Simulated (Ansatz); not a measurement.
# Rb2W3SeO12: the cost of one run

Method: DFT PBEsol, scalar-relativistic, plane waves, PAW, in Ansatz 0.2.0.

## Step 1: The system as given

Symmetry: P6_3, No. 173, hexagonal system. The conventional cell has a = 7.264 Å, b = 7.264 Å, c = 12.159 Å, α = 90.00°, β = 90.00°, γ = 120.00°. Around Rb (site symmetry 3) lie 6 O at 3.00 to 3.33 Å. Rb (site symmetry 3) is surrounded by 6 O at 2.89 to 3.03 Å. Around W (site symmetry 1) lie 6 O at 1.74 to 2.17 Å. Se (site symmetry 3) is surrounded by 3 O at 1.72 Å. O (site symmetry 1) is surrounded by 1 Se at 1.72 Å and 1 W at 2.17 Å. O (site symmetry 1) has 2 W at 1.89 to 1.99 Å as nearest neighbours. O (site symmetry 1) has 1 W at 1.74 Å as nearest neighbours. Around O (site symmetry 1) lie 2 W at 1.87 to 1.98 Å.

As a file:

```
CELL_PARAMETERS angstrom
7.26384 0.00000 0.00000
-3.63192 6.29067 0.00000
0.00000 0.00000 12.15948
ATOMIC_POSITIONS crystal
Rb 0.33333 0.66667 0.05159
Rb 0.66667 0.33333 0.55159
Rb 0.33333 0.66667 0.42988
Rb 0.66667 0.33333 0.92988
W 0.81476 0.15406 0.26307
W 0.33930 0.18524 0.26307
W 0.18524 0.84594 0.76307
W 0.84594 0.66070 0.26307
W 0.66070 0.81476 0.76307
W 0.15406 0.33930 0.76307
Se 0.00000 0.00000 0.49513
Se 0.00000 0.00000 0.99513
O 0.87537 0.12273 0.43458
O 0.24736 0.12463 0.43458
O 0.12463 0.87727 0.93458
O 0.87727 0.75264 0.43458
O 0.75264 0.87537 0.93458
O 0.12273 0.24736 0.93458
O 0.54043 0.08817 0.30877
O 0.54773 0.45957 0.30877
O 0.45957 0.91183 0.80877
O 0.91183 0.45227 0.30877
O 0.45227 0.54043 0.80877
O 0.08817 0.54773 0.80877
O 0.79373 0.19703 0.12419
O 0.40330 0.20627 0.12419
O 0.20627 0.80297 0.62419
O 0.80297 0.59670 0.12419
O 0.59670 0.79373 0.62419
O 0.19703 0.40330 0.62419
O 0.12125 0.24968 0.25184
O 0.12844 0.87875 0.25184
O 0.87875 0.75032 0.75184
O 0.75032 0.87156 0.25184
O 0.87156 0.12125 0.75184
O 0.24968 0.12844 0.75184
```

The structure comes from the Materials Project (structure only).

(A quick probe on a coarse mesh, which set the mesh and smearing, is not shown.)

## Step 3: Full relaxation

File input.yaml:

```yaml
crystal:
  lattice:
    - [7.263843962, 0.0, 0.0]
    - [-3.631921981, 6.2906734002, 0.0]
    - [0.0, 0.0, 12.15947548]
  atoms:
    - { symbol: Rb, position: [0.33333333, 0.66666667, 0.05159393] }
    - { symbol: Rb, position: [0.66666667, 0.33333333, 0.55159393] }
    - { symbol: Rb, position: [0.33333333, 0.66666667, 0.4298787] }
    - { symbol: Rb, position: [0.66666667, 0.33333333, 0.9298787] }
    - { symbol: W, position: [0.814758, 0.15405808, 0.26306714] }
    - { symbol: W, position: [0.33930008, 0.185242, 0.26306714] }
    - { symbol: W, position: [0.185242, 0.84594192, 0.76306714] }
    - { symbol: W, position: [0.84594192, 0.66069992, 0.26306714] }
    - { symbol: W, position: [0.66069992, 0.814758, 0.76306714] }
    - { symbol: W, position: [0.15405808, 0.33930008, 0.76306714] }
    - { symbol: Se, position: [0.0, 0.0, 0.49512874] }
    - { symbol: Se, position: [0.0, 0.0, 0.99512874] }
    - { symbol: O, position: [0.87537246, 0.12272773, 0.43457884] }
    - { symbol: O, position: [0.24735527, 0.12462754, 0.43457884] }
    - { symbol: O, position: [0.12462754, 0.87727227, 0.93457884] }
    - { symbol: O, position: [0.87727227, 0.75264473, 0.43457884] }
    - { symbol: O, position: [0.75264473, 0.87537246, 0.93457884] }
    - { symbol: O, position: [0.12272773, 0.24735527, 0.93457884] }
    - { symbol: O, position: [0.5404342, 0.08816867, 0.3087656] }
    - { symbol: O, position: [0.54773447, 0.4595658, 0.3087656] }
    - { symbol: O, position: [0.4595658, 0.91183133, 0.8087656] }
    - { symbol: O, position: [0.91183133, 0.45226553, 0.3087656] }
    - { symbol: O, position: [0.45226553, 0.5404342, 0.8087656] }
    - { symbol: O, position: [0.08816867, 0.54773447, 0.8087656] }
    - { symbol: O, position: [0.7937349, 0.19703251, 0.12418573] }
    - { symbol: O, position: [0.40329761, 0.2062651, 0.12418573] }
    - { symbol: O, position: [0.2062651, 0.80296749, 0.62418573] }
    - { symbol: O, position: [0.80296749, 0.59670239, 0.12418573] }
    - { symbol: O, position: [0.59670239, 0.7937349, 0.62418573] }
    - { symbol: O, position: [0.19703251, 0.40329761, 0.62418573] }
    - { symbol: O, position: [0.1212452, 0.24968271, 0.25183624] }
    - { symbol: O, position: [0.12843751, 0.8787548, 0.25183624] }
    - { symbol: O, position: [0.8787548, 0.75031729, 0.75183624] }
    - { symbol: O, position: [0.75031729, 0.87156249, 0.25183624] }
    - { symbol: O, position: [0.87156249, 0.1212452, 0.75183624] }
    - { symbol: O, position: [0.24968271, 0.12843751, 0.75183624] }
basis:
  ecutwfc: 420
kpoints:
  mp_grid: { grid: [6, 6, 2] }
hamiltonian:
  xc: pbesol
scf:
  occupations: { method: gaussian, width: 0.02 }
output:
  forces: true
  stress: true
  eigenvalues: true
  write_density: true
  write_potential: true
  elf: true
  volumetric_format: npy
relax:
  adjacent_minimum: "off"
  f_tol: 0.005
  max_steps: 80
  cell: { stress_tol: 0.05 }
```

Started as:

```bash
$ ansatz run input.yaml --threads 8 --pin off --max-ram 22528MiB --backend cpu --events-out ev --progress --plain --runs-dir out
```

Q: Estimate wall time and peak memory on 8 threads of Intel Xeon at 2.50GHz (Skylake/Cascade Lake), shared host.

About 12 min, with a peak of 4.3 GiB.
